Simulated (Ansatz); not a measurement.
# SiHSe+ (quintet): wave-function methods side by side, cc-pVDZ

How much of the correlation energy of SiHSe+ (quintet) does each wave-function method recover here?

Program: Ansatz 0.2.0, Gaussian basis. Level of theory: cc-pVDZ, correlated electrons: outside noble gas. These are calculated values, not measurements.

To be run: UHF; CCSD(T) on ROHF; CCSD(T) on UHF; BCCD(T) on ROHF; CISD; CCSDT(Q) on ROHF; CCSDT(Q) on UHF; CASSCF and MRCISD+Q, 10 electrons in 9 orbitals; CASSCF and NEVPT2, 10 electrons in 9 orbitals.

## Step 1: What is computed

The geometry is a PBE0/def2-TZVP stationary point (not a proven minimum) of the parent state, kept for this charge and spin. No spin-orbit coupling is included. The filled d shell of Se may be among the frozen orbitals whatever the setting's name suggests; the logs give the count.

3 atoms, charge 1, spin multiplicity 5.

Atoms are counted from 1 here; the program's logs count them from 0.

Bond lengths: Si1–Se2 2.313 Å, Si1–H3 1.497 Å. Angles: Se2–Si1–H3 117.0°.

In the tables R marks a restricted open-shell determinant and U an unrestricted one; 'valence' is the active space of 10 electrons in 9 orbitals; correlation energies count from the lowest restricted Hartree-Fock solution.

## Step 2: UHF

Contents of in.yaml:

```yaml
crystal:
  periodic: [false, false, false]
  atoms:
    - {symbol: Si, position_ang: [0.000000, -0.102205, 1.681089]}
    - {symbol: Se, position_ang: [0.000000, 0.021114, -0.628981]}
    - {symbol: H, position_ang: [0.000000, 1.193815, 2.430780]}
basis:
  gaussian: {orbitals: cc-pVDZ}
total_charge: 1
magnetization: {spin_polarized: true, initial_magnetization: 4}
hamiltonian: {xc: hf}
output: {orbitals: {seedname: orbitals}}
```

Launch:

```
> ansatz run in.yaml --threads 1 --pin off --events-out ev --progress --plain --max-ram 2393MiB
```

The runs that follow: CCSD(T) on ROHF; CCSD(T) on UHF; BCCD(T) on ROHF; CISD; CCSDT(Q) on ROHF; CCSDT(Q) on UHF; CASSCF and MRCISD+Q, 10 electrons in 9 orbitals; CASSCF and NEVPT2, 10 electrons in 9 orbitals.

Before running them: what should the planned runs give, taken together? Wanted: correlation energy, UCCSDT(Q); RMP2 from UCCSDT(Q); UMP2 from UCCSDT(Q); RCCSD from UCCSDT(Q); RCCSD(T) from UCCSDT(Q); UCCSD(T) from UCCSDT(Q); RCCSDT(Q) from UCCSDT(Q); NEVPT2 valence from UCCSDT(Q); MRCISD+Q valence from UCCSDT(Q).

As calculated:

| quantity | value |
| --- | --- |
| correlation energy, UCCSDT(Q) | -4.5382 eV |
| RMP2 from UCCSDT(Q) | +988.1 meV |
| UMP2 from UCCSDT(Q) | +1000.9 meV |
| RCCSD from UCCSDT(Q) | +144.7 meV |
| RCCSD(T) from UCCSDT(Q) | +42.0 meV |
| UCCSD(T) from UCCSDT(Q) | +32.5 meV |
| RCCSDT(Q) from UCCSDT(Q) | +9.5 meV |
| NEVPT2 valence from UCCSDT(Q) | +956.8 meV |
| MRCISD+Q valence from UCCSDT(Q) | +35.4 meV |
| levels of the table within 1 kcal/mol (43 meV) | RCCSD(T), UCCSD(T), BCCD(T), RCCSDT, UCCSDT, RCCSDT(Q), MRCISD+Q valence |
| T1 diagnostic | 0.020 |
| effectively unpaired electrons | 4.01 |

**Reading.** RCCSD(T) misses by +42.0 meV, 0.9 % of the correlation energy. One determinant dominates. Of the multireference levels listed MRCISD+Q valence comes nearest in total energy (+35.4 meV), which doesn't show that its space is the better one. These misses are within one basis, not against nature; the frozen cores of restricted and unrestricted runs differ, which can shift their rows.
